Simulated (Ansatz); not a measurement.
A run of Ansatz 0.2.0:

The input input.yaml:

```yaml
crystal:
  lattice:
    - [-2.72294, 2.72294, 3.89889]
    - [2.72294, -2.72294, 3.89889]
    - [2.72294, 2.72294, -3.89889]
  atoms:
    - { symbol: Na, position: [0.25, 0.75, 0.5] }
    - { symbol: La, position: [0.75, 0.25, 0.5] }
    - { symbol: Mn, position: [0.5, 0.5, 0.0], spin: 4.0 }
    - { symbol: Mo, position: [0.0, 0.0, 0.0], spin: 1.0 }
    - { symbol: O, position: [0.20766, 0.29607, 0.50371] }
    - { symbol: O, position: [0.29605, 0.79234, 0.08841] }
    - { symbol: O, position: [0.79236, 0.70395, 0.49629] }
    - { symbol: O, position: [0.70393, 0.20764, 0.91159] }
    - { symbol: O, position: [0.25194, 0.25194, 0.0] }
    - { symbol: O, position: [0.74806, 0.74806, 0.0] }
hamiltonian:
  xc: pbe0
  pseudopotentials: { kind: paw }
magnetization:
  spin_polarized: true
kpoints:
  mp_grid: { grid: [3, 3, 3] }
scf:
  occupations: { method: fermi_dirac, width: 0.05 }
output:
  forces: true
  stress: true
  eigenvalues: true
```

Potentials or basis: Ansatz PAW.

Run with:

```sh
$ ansatz run input.yaml --threads 8 --pin off --max-ram 20480MiB --backend cpu --events-out ev --progress --plain --runs-dir out
```

Hardware: 8 threads of AMD EPYC 7R13 Processor (Zen 3), on a shared host.

Problem. Estimate the wall time of this run.

Solution. Wall time 62 s on 8 threads of AMD EPYC 7R13 Processor (Zen 3), with other jobs on the host, peak memory 1.7 GiB. Counts: scf iterations 93, plane waves 2245, k points 6, bands 55.
